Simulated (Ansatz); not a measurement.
# Zn4SO3: the cost of one run

Computed with Ansatz 0.2.0 (DFT PBE, scalar-relativistic, plane waves, PAW, unless a step's input says otherwise).

2 further runs of the same task are left out: 1 that didn't finish, 1 set aside as unsound or not needed. Runs told in other sessions of the task aren't counted.

## (1) The system as given

It takes space group P-43m (No. 215, cubic). Conventional cell: a = 4.821 Å, b = 4.821 Å, c = 4.821 Å, α = 90.00°, β = 90.00°, γ = 90.00°. Zn (site symmetry 3m) is surrounded by 3 O at 2.04 Å and 1 S at 2.26 Å. S (site symmetry -43m) is surrounded by 4 Zn at 2.26 Å. O (site symmetry -42m) has 4 Zn at 2.04 Å in its first shell of neighbours.

Coordinates:

```cif
data_structure
_symmetry_space_group_name_H-M 'P-43m'
_symmetry_Int_Tables_number 215
_cell_length_a 4.8208
_cell_length_b 4.8208
_cell_length_c 4.8208
_cell_angle_alpha 90.000
_cell_angle_beta 90.000
_cell_angle_gamma 90.000
_cell_volume 112.03
loop_
_atom_site_label
_atom_site_type_symbol
_atom_site_symmetry_multiplicity
_atom_site_Wyckoff_symbol
_atom_site_fract_x
_atom_site_fract_y
_atom_site_fract_z
_atom_site_occupancy
Zn1 Zn 4 e 0.77061 0.77061 0.77061 1
S1 S 1 b 0.50000 0.50000 0.50000 1
O1 O 3 d 0.00000 0.00000 0.50000 1
```

The cell was relaxed beforehand at this level, from a generated guess; it is a trial structure. At a tolerance of 0.02 Å it has space group P-43m (No. 215); it has 14.00 Å³/atom, an uncorrected energy of -1.19 eV/atom over the elements.

## (2) Electronic structure at the relaxed geometry

File input.yaml:

```yaml
crystal:
  lattice:
    - [4.8207755, 0.0, 0.0]
    - [0.0, 4.8207755, 0.0]
    - [0.0, 0.0, 4.8207755]
  atoms:
    - { symbol: Zn, position: [0.770607, 0.770607, 0.770607] }
    - { symbol: Zn, position: [0.770607, 0.229393, 0.229393] }
    - { symbol: Zn, position: [0.229393, 0.770607, 0.229393] }
    - { symbol: Zn, position: [0.229393, 0.229393, 0.770607] }
    - { symbol: S, position: [0.5, 0.5, 0.5] }
    - { symbol: O, position: [0.0, 0.0, 0.5] }
    - { symbol: O, position: [0.0, 0.5, 0.0] }
    - { symbol: O, position: [0.5, 0.0, 0.0] }
basis:
  ecutwfc: 420
kpoints:
  mp_grid: { grid: [8, 8, 8] }
  band_path:
    path:
      - [[0.0, 0.0, 0.0], [0.0, 0.5, 0.0], [0.5, 0.5, 0.0], [0.0, 0.0, 0.0], [0.5, 0.5, 0.5], [0.0, 0.5, 0.0]]
      - [[0.5, 0.5, 0.5], [0.5, 0.5, 0.0]]
    npoints: 14
hamiltonian:
  xc: pbe
scf:
  occupations: { method: gaussian, width: 0.02 }
  n_extra_bands: 20
output:
  forces: true
  stress: true
  eigenvalues: true
  populations: true
  dos: { projected: true, de: 0.02, nscf_kmesh: { grid: [12, 12, 12] } }
  bader: true
  write_density: true
  write_potential: true
  elf: true
  volumetric_format: npy
```

Run with:

```
> ansatz run input.yaml --threads 4 --pin off --max-ram 8192MiB --backend cpu --events-out ev --progress --plain --runs-dir out
```

What time and memory should one allow on 4 threads of Arm Neoverse V2, shared host?

About 46 s, with a peak of 0.68 GiB.
